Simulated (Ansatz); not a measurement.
Write a Python script for Ansatz's Python interface that makes a relaxed scan of one distance of FGeHI, SMILES [F][GeH][I]. Settings (for the species named): Hartree-Fock, def2-SVP basis, multiplicity 2.

```xyz
4

F    -1.4640   -0.2517    0.8543
Ge   -0.0462    0.4878    0.1810
I     1.7832   -1.2342    0.2325
H    -0.2174    0.9379   -1.2881
```

`run_relaxed_scan.py`
```python
# -*- coding: utf-8 -*-
import ansatz as az
import numpy as np

GEOMETRY = """
F    -1.46400   -0.25170    0.85430
Ge   -0.04620    0.48780    0.18100
I     1.78320   -1.23420    0.23250
H    -0.21740    0.93790   -1.28810
"""

mol = az.Crystal.molecule()
for line in GEOMETRY.strip().splitlines():
    symbol, *xyz = line.split()
    mol = mol.atom(symbol, [float(v) for v in xyz])

calculation = mol.calculation().basis(gaussian="def2-SVP").functional("hf").spin("collinear", total=1)
symbols = [site.symbol for site in mol.cartesian_sites]
pairs = [(0, 1), (1, 2), (1, 3)]
print("held (A)   E (eV)        ", "  ".join(f"{symbols[i]}{i}-{symbols[j]}{j}" for i, j in pairs))
for length in [2.31, 2.51, 2.71, 3.02, 3.39]:
    r = calculation.relax(constraints=[az.DistanceConstraint((1, 2), at=length)], force_tolerance=0.02, max_steps=60).run(threads=1, backend="cpu").report
    xyz = np.array(r["positions_ang"])
    print(f"{length:6.2f} {r['free_energy_ev']:14.5f}  ", "  ".join(f"{np.linalg.norm(xyz[i] - xyz[j]):.3f}" for i, j in pairs))
```

```console
$ python run_relaxed_scan.py
held (A)   E (eV)         F0-Ge1  Ge1-I2  Ge1-H3
DeckWarning: relax.constraints: the input's atoms, or those drawn, lie off the distances that are held; a relaxation that starts there is brought onto them ahead of its first SCF, by positions alone, an atom by 1.01e-1 Å at the most. With the symmetry detection on, the symmetry is detected on the input's atoms as so [...]
  2.31   -67259.07487   1.732  2.310  1.536
  2.51   -67259.42400   1.725  2.510  1.538
  2.71   -67259.28076   1.721  2.710  1.540
  3.02   -67258.74313   1.719  3.020  1.550
  3.39   -67258.33083   1.730  3.390  1.567
```
(Warnings from the package without file and line, shortened, repeats left out.)

Caveats:
- Total energies depend on the basis set; only differences at equal settings carry meaning.
- The energies are electronic: no zero-point or thermal terms, and the basis set is short of its limit.
- def2 sets replace the cores of elements past krypton by effective core potentials.
- The species is open-shell (spin multiplicity 2).
- The expectation value of S² is noticeably off S(S+1) in at least one run, so that state is spin-contaminated.
- Finished in 2 min on 1 thread of Arm Neoverse V2, on a shared host, peak memory 0.35 GiB.
